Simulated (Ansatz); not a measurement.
# CH4GeO2: vertical ionisation energy

One table from this session's results is given with a row withheld; the runs are named, their logs left out.

Method: unrestricted cation, the program's frozen cores in correlated methods; program: Ansatz 0.2.0, Gaussian basis.

Levels to be run: UKS PBE-D4/def2-TZVPP; UKS r2SCAN-D4/def2-TZVPP; UKS PBE0-D4/def2-TZVPP; UKS B3LYP-D4/def2-TZVPP; UKS wB97X-V/def2-TZVPP; UKS wB97M-V/def2-TZVPP; UKS B2PLYP/def2-TZVPP; UHF-CCSD(T)/def2-TZVPP; UHF-MP2/def2-QZVPP; extrapolation to the limit; then −ε(HOMO) from the neutral's earlier runs with LDA (SPW92), PBE-D4, revPBE-D4, BLYP-D4, r2SCAN-D4, B97M-V, PBE0-D4, B3LYP-D4, r2SCANh-D4, r2SCAN0-D4, HSE06-D4, BHLYP-D4, CAM-B3LYP-D4, LC-ωPBE, ωB97X-V, ωB97M-V.

### The geometry

The geometry comes from an earlier relaxation with PBE0-D4 in a triple-zeta def2 set; it is a stationary point, not always the lowest conformer.

SMILES `C[O][Ge][OH]`, 8 atoms, charge 0, spin multiplicity 1.

Atoms are counted from 1 here; the program's logs count them from 0.

Bond lengths: C1–O2 1.404 Å, C1–H5 1.093 Å, C1–H6 1.098 Å, C1–H7 1.098 Å, O2–Ge3 1.790 Å, Ge3–O4 1.789 Å, O4–H8 0.962 Å. Angles: O2–C1–H5 108.7°, O2–C1–H6 112.0°, O2–C1–H7 112.1°, H5–C1–H6 107.7°, H5–C1–H7 107.7°, H6–C1–H7 108.5°, C1–O2–Ge3 127.0°, O2–Ge3–O4 101.6°, Ge3–O4–H8 117.3°.

As a file:

```
C     0.04915    0.63316   -0.77367
O     1.14065   -0.15475   -0.37524
Ge    1.18745   -1.32855    0.97550
O    -0.47594   -1.20088    1.62254
H     0.35183    1.24446   -1.62725
H    -0.80699    0.02221   -1.08757
H    -0.28131    1.31237    0.02273
H    -1.07264   -0.58503    1.18715
```

Set-up of the first run:

in.yaml

```yaml
crystal:
  periodic: [false, false, false]
  atoms:
    - {symbol: C, position_ang: [0.049146, 0.633158, -0.773665]}
    - {symbol: O, position_ang: [1.140652, -0.154748, -0.375242]}
    - {symbol: Ge, position_ang: [1.187451, -1.328546, 0.975499]}
    - {symbol: O, position_ang: [-0.475942, -1.200881, 1.622545]}
    - {symbol: H, position_ang: [0.351827, 1.244460, -1.627247]}
    - {symbol: H, position_ang: [-0.806986, 0.022210, -1.087566]}
    - {symbol: H, position_ang: [-0.281305, 1.312374, 0.022728]}
    - {symbol: H, position_ang: [-1.072641, -0.585027, 1.187149]}
basis:
  gaussian: {orbitals: def2-TZVPP}
total_charge: 1
magnetization: {spin_polarized: true, initial_magnetization: 1}
hamiltonian: {xc: pbe, dispersion: d4}
```

The run is started by

```sh
ansatz run in.yaml --threads 2 --pin off --events-out ev --progress --plain --max-ram 32768MiB --backend cpu
```

Among the steps run: Cation, UKS PBE-D4/def2-TZVPP; Cation, UKS r2SCAN-D4/def2-TZVPP; Cation, UKS PBE0-D4/def2-TZVPP; Cation, UKS B3LYP-D4/def2-TZVPP; Cation, UKS wB97X-V/def2-TZVPP; Cation, UKS wB97M-V/def2-TZVPP; Cation, UKS B2PLYP (frozen core)/def2-TZVPP; Cation, UHF-CCSD(T)/def2-TZVPP; Cation, UHF-MP2/def2-QZVPP.

One of the session's tables, all rows but one given; the rest of the session is left out.

It belongs to the step «Ionisation energies side by side». Orbital estimates, from the neutral's runs:

```
  functional  −ε(HOMO) (eV)
 LDA (SPW92)           6.82
      PBE-D4           6.64
   revPBE-D4           6.57
     BLYP-D4           6.55
   r2SCAN-D4           6.93
      B97M-V           6.90
     PBE0-D4           7.81
    B3LYP-D4           7.66
  r2SCANh-D4           7.37
  r2SCAN0-D4           8.02
    HSE06-D4           7.41
    BHLYP-D4           8.89
CAM-B3LYP-D4           9.19
     LC-ωPBE          10.45
     ωB97X-V          10.12
     ωB97M-V              ?
```

Q: Estimate the row for ωB97M-V from the others.

**Answer.** −ε(HOMO) (eV): 10.06. In the column «−ε(HOMO) (eV)» it lies between CAM-B3LYP-D4 (9.19) and ωB97X-V (10.12).
